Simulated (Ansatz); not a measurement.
# C₁₂H₂₆O: structure and electronic state

Aim: characterise C₁₂H₂₆O as a singlet: its structure, frontier levels and distribution of charge.

Computed with Ansatz 0.2.0, Gaussian basis. Level: RKS PBE0-D4/def2-TZVP.

Levels to be run: relaxation at PBE-D4/def2-SVP; a single point at PBE0-D4/def2-TZVP.

3 further runs of the same task are left out: 3 that didn't finish.

### Step 1. The starting structure

SMILES `CCCCCCCCCCCCO`, 39 atoms, charge 0, spin multiplicity 1.

Atoms are counted from 1 here; the program's logs count them from 0.

Bond lengths: C1–C2 1.524 Å, C1–H14 1.088 Å, C1–H15 1.088 Å, C1–H16 1.087 Å, C2–C3 1.527 Å, C2–H17 1.091 Å, C2–H18 1.092 Å, C3–C4 1.529 Å, C3–H19 1.094 Å, C3–H20 1.091 Å, C4–C5 1.530 Å, C4–H21 1.094 Å, C4–H22 1.092 Å, C5–C6 1.530 Å, C5–H23 1.092 Å, C5–H24 1.092 Å, C6–C7 1.530 Å, C6–H25 1.092 Å and more. Angles: C2–C1–H14 110.4°, C2–C1–H15 110.5°, C2–C1–H16 110.8°, H14–C1–H15 108.2°, H14–C1–H16 108.5°, H15–C1–H16 108.3°, C1–C2–C3 111.3°, C1–C2–H17 109.1°, C1–C2–H18 109.5°, C3–C2–H17 109.9°, C3–C2–H18 109.3°, H17–C2–H18 107.7°, C2–C3–C4 113.8°, C2–C3–H19 108.5°, C2–C3–H20 109.2°, C4–C3–H19 108.0°, C4–C3–H20 109.9°, H19–C3–H20 107.3° and more.

As a file:

```xyz
39

C    -5.6840    0.9923   -0.3195
C    -4.4434    0.1953   -0.7044
C    -3.6187   -0.1740    0.5261
C    -2.4318   -1.0884    0.2212
C    -1.3906   -0.5049   -0.7368
C    -0.7710    0.8230   -0.2968
C    -0.0833    0.7988    1.0700
C     1.0319   -0.2371    1.2144
C     2.1900   -0.0300    0.2410
C     3.3310   -1.0035    0.5292
C     4.4594   -0.9386   -0.4963
C     5.2207    0.3831   -0.4753
O     6.3109    0.2748   -1.3677
H    -5.4025    1.9048    0.2024
H    -6.3244    0.4079    0.3378
H    -6.2574    1.2636   -1.2027
H    -3.8381    0.7876   -1.3925
H    -4.7431   -0.7166   -1.2260
H    -4.2692   -0.6905    1.2374
H    -3.2694    0.7396    1.0103
H    -2.8110   -2.0155   -0.2179
H    -1.9461   -1.3515    1.1632
H    -1.8516   -0.3569   -1.7159
H    -0.5972   -1.2443   -0.8661
H    -0.0468    1.1284   -1.0556
H    -1.5472    1.5906   -0.2718
H    -0.8291    0.6147    1.8460
H     0.3370    1.7915    1.2538
H     0.6249   -1.2409    1.0820
H     1.4214   -0.1776    2.2343
H     2.5492    0.9969    0.3280
H     1.8452   -0.1802   -0.7830
H     2.9287   -2.0192    0.5341
H     3.7324   -0.8041    1.5258
H     4.0618   -1.0932   -1.5006
H     5.1804   -1.7337   -0.2990
H     4.5648    1.2084   -0.7826
H     5.5797    0.5879    0.5446
H     6.7861    1.1114   -1.3910
```

The start is a GFN2-xTB geometry.

### Step 2. Optimising with PBE-D4/def2-SVP

in.yaml

```yaml
crystal:
  periodic: [false, false, false]
  atoms:
    - {symbol: C, position_ang: [-5.683950, 0.992290, -0.319480]}
    - {symbol: C, position_ang: [-4.443400, 0.195320, -0.704420]}
    - {symbol: C, position_ang: [-3.618750, -0.173970, 0.526090]}
    - {symbol: C, position_ang: [-2.431790, -1.088370, 0.221160]}
    - {symbol: C, position_ang: [-1.390560, -0.504920, -0.736800]}
    - {symbol: C, position_ang: [-0.770960, 0.823050, -0.296800]}
    - {symbol: C, position_ang: [-0.083290, 0.798830, 1.069960]}
    - {symbol: C, position_ang: [1.031860, -0.237090, 1.214350]}
    - {symbol: C, position_ang: [2.189970, -0.030010, 0.241000]}
    - {symbol: C, position_ang: [3.331000, -1.003550, 0.529240]}
    - {symbol: C, position_ang: [4.459420, -0.938570, -0.496320]}
    - {symbol: C, position_ang: [5.220680, 0.383060, -0.475330]}
    - {symbol: O, position_ang: [6.310920, 0.274800, -1.367720]}
    - {symbol: H, position_ang: [-5.402480, 1.904790, 0.202450]}
    - {symbol: H, position_ang: [-6.324440, 0.407950, 0.337770]}
    - {symbol: H, position_ang: [-6.257420, 1.263580, -1.202710]}
    - {symbol: H, position_ang: [-3.838140, 0.787590, -1.392480]}
    - {symbol: H, position_ang: [-4.743080, -0.716630, -1.225950]}
    - {symbol: H, position_ang: [-4.269190, -0.690450, 1.237410]}
    - {symbol: H, position_ang: [-3.269390, 0.739550, 1.010320]}
    - {symbol: H, position_ang: [-2.810980, -2.015500, -0.217880]}
    - {symbol: H, position_ang: [-1.946050, -1.351450, 1.163200]}
    - {symbol: H, position_ang: [-1.851630, -0.356850, -1.715880]}
    - {symbol: H, position_ang: [-0.597240, -1.244280, -0.866110]}
    - {symbol: H, position_ang: [-0.046800, 1.128420, -1.055560]}
    - {symbol: H, position_ang: [-1.547150, 1.590590, -0.271830]}
    - {symbol: H, position_ang: [-0.829100, 0.614700, 1.845960]}
    - {symbol: H, position_ang: [0.337020, 1.791470, 1.253790]}
    - {symbol: H, position_ang: [0.624910, -1.240850, 1.082050]}
    - {symbol: H, position_ang: [1.421430, -0.177590, 2.234260]}
    - {symbol: H, position_ang: [2.549250, 0.996870, 0.328040]}
    - {symbol: H, position_ang: [1.845240, -0.180250, -0.782990]}
    - {symbol: H, position_ang: [2.928740, -2.019210, 0.534080]}
    - {symbol: H, position_ang: [3.732390, -0.804080, 1.525770]}
    - {symbol: H, position_ang: [4.061840, -1.093150, -1.500580]}
    - {symbol: H, position_ang: [5.180440, -1.733740, -0.299020]}
    - {symbol: H, position_ang: [4.564810, 1.208400, -0.782570]}
    - {symbol: H, position_ang: [5.579740, 0.587870, 0.544560]}
    - {symbol: H, position_ang: [6.786140, 1.111370, -1.390990]}
basis:
  gaussian: {orbitals: def2-SVP}
hamiltonian: {xc: pbe, dispersion: d4}
scf: {lower_state_search: "off"}
output: {orbitals: {seedname: orbitals}}
relax: {f_tol: 0.03, max_steps: 70}
```

Command:

```sh
ansatz run in.yaml --threads 6 --pin off --events-out ev --progress --plain --max-ram 7833MiB
```

After this run come: Single point, PBE0-D4/def2-TZVP.

Before running them: what should the planned runs give, taken together? Wanted: point group; commonest bond, hydrogen aside; HOMO, LUMO at PBE0-D4/def2-TZVP; dipole at PBE-D4/def2-SVP.

**Answer**, as computed:

```
                       quantity                           value
                    point group                              C1
 commonest bond, hydrogen aside  C–C, 11 of mean length 1.533 Å
HOMO, LUMO at PBE0-D4/def2-TZVP                  -7.74, 0.95 eV
      dipole at PBE-D4/def2-SVP                          1.37 D
```

The molecule keeps its bonding pattern by the stored test; the atoms moved 0.04 Å (rms). No usable vibrations, so a minimum isn't proven. The point group is read from a loosely relaxed geometry; soft torsions can leave it below the true symmetry.
